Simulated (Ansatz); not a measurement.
# GaH₂Br: taking an electron away

How much energy removes an electron from GaH₂Br at fixed geometry? The cation is run at each level and the neutral's energy taken from earlier runs.

Method: unrestricted cation, the program's frozen cores in correlated methods; program: Ansatz 0.2.0, Gaussian basis.

Levels to be run: UKS PBE-D4/def2-TZVPP; UKS r2SCAN-D4/def2-TZVPP; UKS PBE0-D4/def2-TZVPP; UKS B3LYP-D4/def2-TZVPP; UKS wB97X-V/def2-TZVPP; UKS wB97M-V/def2-TZVPP; UKS B2PLYP/def2-TZVPP; UHF-CCSD(T)/def2-TZVPP; UHF-MP2/def2-QZVPP; extrapolation to the limit; then −ε(HOMO) from the neutral's earlier runs with LDA (SPW92), PBE-D4, revPBE-D4, BLYP-D4, r2SCAN-D4, B97M-V, PBE0-D4, B3LYP-D4, r2SCANh-D4, r2SCAN0-D4, HSE06-D4, BHLYP-D4, CAM-B3LYP-D4, LC-ωPBE, ωB97X-V, ωB97M-V.

**1. The relaxed structure**

An earlier PBE0-D4 in a triple-zeta def2 set relaxation fixed the geometry.

SMILES `[GaH2][Br]`, 4 atoms, charge 0, spin multiplicity 1.

Atoms are counted from 1 here; the program's logs count them from 0.

Bond lengths: Ga1–Br2 2.294 Å, Ga1–H3 1.557 Å, Ga1–H4 1.557 Å. Angles: Br2–Ga1–H3 115.4°, Br2–Ga1–H4 115.4°, H3–Ga1–H4 129.2°.

**2. Cation, UKS PBE-D4/def2-TZVPP**

File in.yaml:

```yaml
crystal:
  periodic: [false, false, false]
  atoms:
    - {symbol: Ga, position_ang: [-0.204197, 0.020143, -0.098148]}
    - {symbol: Br, position_ang: [1.882961, -0.316979, 0.792631]}
    - {symbol: H, position_ang: [-1.323960, -0.909580, 0.453761]}
    - {symbol: H, position_ang: [-0.299304, 1.146116, -1.168643]}
basis:
  gaussian: {orbitals: def2-TZVPP}
total_charge: 1
magnetization: {spin_polarized: true, initial_magnetization: 1}
hamiltonian: {xc: pbe, dispersion: d4}
```

The runs that follow: Cation, UKS r2SCAN-D4/def2-TZVPP; Cation, UKS PBE0-D4/def2-TZVPP; Cation, UKS B3LYP-D4/def2-TZVPP; Cation, UKS wB97X-V/def2-TZVPP; Cation, UKS wB97M-V/def2-TZVPP; Cation, UKS B2PLYP (frozen core)/def2-TZVPP; Cation, UHF-CCSD(T)/def2-TZVPP; Cation, UHF-MP2/def2-QZVPP.

Q: Predict the results of all the runs planned. Wanted: ionisation energy, CCSD(T)/CBS; nearest functional by difference; nearest −ε(HOMO); −ε(HOMO) of PBE; T1 of the cation.

The runs gave:

| quantity | value |
| --- | --- |
| ionisation energy, CCSD(T)/CBS | 10.71 eV |
| nearest functional by difference | ωB97X-V (-0.15 eV) |
| nearest −ε(HOMO) | LC-ωPBE (+0.05 eV) |
| −ε(HOMO) of PBE | 6.82 eV |
| T1 of the cation | 0.024 |

By cation minus neutral, the functionals miss by 0.64 eV at most. −ε(HOMO) of PBE misses by 3.9 eV, since self-interaction lifts the level. Among orbital estimates LC-ωPBE comes nearest. Hartree-Fock falls 1.02 eV short, as the neutral has more correlation energy than the cation. Correlated methods include outer-core shells of Br, Ga, which these sets cover unevenly. With outer-core shells in play the reference is unsure by up to some tenths of an eV, so close misses can't be ranked.
